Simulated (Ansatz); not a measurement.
**CH₆O₂Si₂: up Jacob's ladder to CCSD(T)**

An exercise on one series of results from a longer session: the logs are not shown, and one member is left open.

Program: Ansatz 0.2.0, Gaussian basis. Level of theory: functionals in def2-TZVPP, the program's frozen cores in correlated methods. These are calculated values, not measurements.

Levels to be run: PBE-D4, r2SCAN-D4, PBE0-D4, B3LYP-D4, ωB97X-V, ωB97M-V, B2PLYP; CCSD(T)/def2-TZVPP; MP2/def2-QZVPP; extrapolation to the limit.

## Structure used throughout

An earlier PBE0-D4 in a triple-zeta def2 set relaxation fixed the geometry.

SMILES `O[SiH]1C[SiH2]O1`, 11 atoms, charge 0, spin multiplicity 1.

Atoms are counted from 1 here; the program's logs count them from 0.

Bond lengths: O1–Si2 1.633 Å, O1–H6 0.958 Å, Si2–C3 1.887 Å, Si2–O5 1.670 Å, Si2–H7 1.477 Å, C3–Si4 1.879 Å, C3–H8 1.091 Å, C3–H9 1.091 Å, Si4–O5 1.678 Å, Si4–H10 1.484 Å, Si4–H11 1.486 Å. Angles: Si2–O1–H6 118.7°, O1–Si2–C3 118.3°, O1–Si2–O5 113.5°, O1–Si2–H7 104.6°, C3–Si2–O5 90.7°, C3–Si2–H7 117.0°, O5–Si2–H7 112.8°, Si2–C3–Si4 82.6°, Si2–C3–H8 115.7°, Si2–C3–H9 115.2°, Si4–C3–H8 116.4°, Si4–C3–H9 115.9°, H8–C3–H9 109.1°, C3–Si4–O5 90.7°, C3–Si4–H10 116.0°, C3–Si4–H11 116.3°, O5–Si4–H10 111.8°, O5–Si4–H11 111.4° and more.

As a file:

```mol
CH6O2Si2
  3D, bonds by distance, orders not assigned

 11 11  0  0  0  0  0  0  0  0999 V2000
   -1.2963    1.9653    0.2644 O   0  0
    0.0876    1.1053    0.1603 Si  0  0
    0.1285   -0.6193    0.9257 C   0  0
    0.4439   -1.1376   -0.8530 Si  0  0
    0.3570    0.4603   -1.3568 O   0  0
   -2.1056    1.5768   -0.0710 H   0  0
    1.1445    2.0487    0.5778 H   0  0
   -0.8056   -0.9613    1.3727 H   0  0
    0.9455   -0.7976    1.6261 H   0  0
    1.7756   -1.7308   -1.1317 H   0  0
   -0.6097   -1.9667   -1.4939 H   0  0
  1  2  8  0
  2  3  8  0
  3  4  8  0
  4  5  8  0
  1  6  8  0
  2  7  8  0
  3  8  8  0
  3  9  8  0
  4 10  8  0
  4 11  8  0
  2  5  8  0
M  END
```

Set-up of the first run:

in.yaml

```yaml
crystal:
  periodic: [false, false, false]
  atoms:
    - {symbol: O, position_ang: [-1.296314, 1.965316, 0.264432]}
    - {symbol: Si, position_ang: [0.087633, 1.105258, 0.160317]}
    - {symbol: C, position_ang: [0.128542, -0.619325, 0.925749]}
    - {symbol: Si, position_ang: [0.443919, -1.137580, -0.852993]}
    - {symbol: O, position_ang: [0.357009, 0.460285, -1.356837]}
    - {symbol: H, position_ang: [-2.105627, 1.576810, -0.071028]}
    - {symbol: H, position_ang: [1.144468, 2.048666, 0.577815]}
    - {symbol: H, position_ang: [-0.805587, -0.961341, 1.372705]}
    - {symbol: H, position_ang: [0.945492, -0.797554, 1.626128]}
    - {symbol: H, position_ang: [1.775585, -1.730840, -1.131692]}
    - {symbol: H, position_ang: [-0.609716, -1.966697, -1.493896]}
basis:
  gaussian: {orbitals: def2-TZVPP}
hamiltonian: {xc: pbe, dispersion: d4}
output: {forces: true, orbitals: {seedname: orbitals}}
```

The run is started by

```console
ansatz run in.yaml --threads 4 --pin off --events-out ev --progress --plain --max-ram 10444MiB
```

Steps of the session up to this table: PBE-D4 (GGA); r2SCAN-D4 (meta-GGA); PBE0-D4 (hybrid); B3LYP-D4 (hybrid); ωB97X-V (range-separated); ωB97M-V (range-separated); B2PLYP (double hybrid); CCSD(T) in def2-TZVPP; MP2 in def2-QZVPP.

One table of the session follows, with a row left open; its other results are not shown here.

```
            method  atomisation energy (kJ/mol)
            PBE-D4                       4253.8
         r2SCAN-D4                       4239.5
           PBE0-D4                       4193.5
          B3LYP-D4                       4205.7
           ωB97X-V                       4251.3
           ωB97M-V                       4247.4
            B2PLYP                       4177.3
     HF/def2-TZVPP                       3104.0
    MP2/def2-TZVPP                       4209.7
   CCSD/def2-TZVPP                       4066.0
CCSD(T)/def2-TZVPP                            ?
           MP2/CBS                       4334.0
       CCSD(T)/CBS                       4249.0
```

Q: Estimate the row for CCSD(T)/def2-TZVPP from the others.

The run gave: atomisation energy (kJ/mol): 4124.6. In the column «atomisation energy (kJ/mol)» it lies between CCSD/def2-TZVPP (4066.0) and B2PLYP (4177.3).
